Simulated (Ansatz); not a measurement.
# C2H6ClGaO2: the cost of one run

The runs use Ansatz 0.2.0, Gaussian basis; the settings change from run to run.

## 1. The geometry

An earlier PBE0-D4 in a triple-zeta def2 set relaxation fixed the geometry.

SMILES `C[O][Ga]([Cl])[O]C`, 12 atoms, charge 0, spin multiplicity 1.

Atoms are counted from 1 here; the program's logs count them from 0.

Bond lengths: C1–O2 1.408 Å, C1–H7 1.096 Å, C1–H8 1.093 Å, C1–H9 1.096 Å, O2–Ga3 1.769 Å, Ga3–Cl4 2.113 Å, Ga3–O5 1.769 Å, O5–C6 1.408 Å, C6–H10 1.096 Å, C6–H11 1.093 Å, C6–H12 1.096 Å. Angles: O2–C1–H7 112.8°, O2–C1–H8 107.9°, O2–C1–H9 112.0°, H7–C1–H8 107.8°, H7–C1–H9 108.2°, H8–C1–H9 107.9°, C1–O2–Ga3 125.2°, O2–Ga3–Cl4 116.8°, O2–Ga3–O5 126.3°, Cl4–Ga3–O5 116.8°, Ga3–O5–C6 125.2°, O5–C6–H10 112.0°, O5–C6–H11 107.9°, O5–C6–H12 112.8°, H10–C6–H11 107.9°, H10–C6–H12 108.2°, H11–C6–H12 107.8°.

## 2. wB97/ANO-RCC-VTZP

Set apart from the defaults: charge +1, multiplicity 2, a grid of angular degree 23, the search for lower states set to light.

File in.yaml:

```yaml
crystal:
  periodic: [false, false, false]
  atoms:
    - {symbol: C, position_ang: [-1.191841, -1.438213, -0.161955]}
    - {symbol: O, position_ang: [-1.542331, -0.430526, 0.757193]}
    - {symbol: Ga, position_ang: [-0.590296, 1.022690, 1.089333]}
    - {symbol: Cl, position_ang: [-1.373167, 2.370525, 2.515540]}
    - {symbol: O, position_ang: [0.953178, 1.457281, 0.342819]}
    - {symbol: C, position_ang: [1.636012, 0.686442, -0.617747]}
    - {symbol: H, position_ang: [-0.171136, -1.809884, -0.016478]}
    - {symbol: H, position_ang: [-1.877174, -2.277836, -0.018616]}
    - {symbol: H, position_ang: [-1.288351, -1.098563, -1.199631]}
    - {symbol: H, position_ang: [2.071484, -0.219993, -0.181657]}
    - {symbol: H, position_ang: [2.453303, 1.292857, -1.017114]}
    - {symbol: H, position_ang: [0.997216, 0.390022, -1.457487]}
basis:
  gaussian: {orbitals: ANO-RCC-VTZP, final_grid: {core_spheres: 8, valence_spheres: 7, degree: 23}}
total_charge: 1
magnetization: {spin_polarized: true, initial_magnetization: 1}
hamiltonian: {xc: {name: wB97}}
scf: {lower_state_search: light}
output: {forces: true}
```

Started as:

```
> ansatz run in.yaml --threads 4 --pin off --events-out ev --progress --plain --max-ram 11315MiB
```

What time and memory should one allow on 4 threads of Arm Neoverse V1, shared host?

About 1.9 min, with a peak of 2.2 GiB.
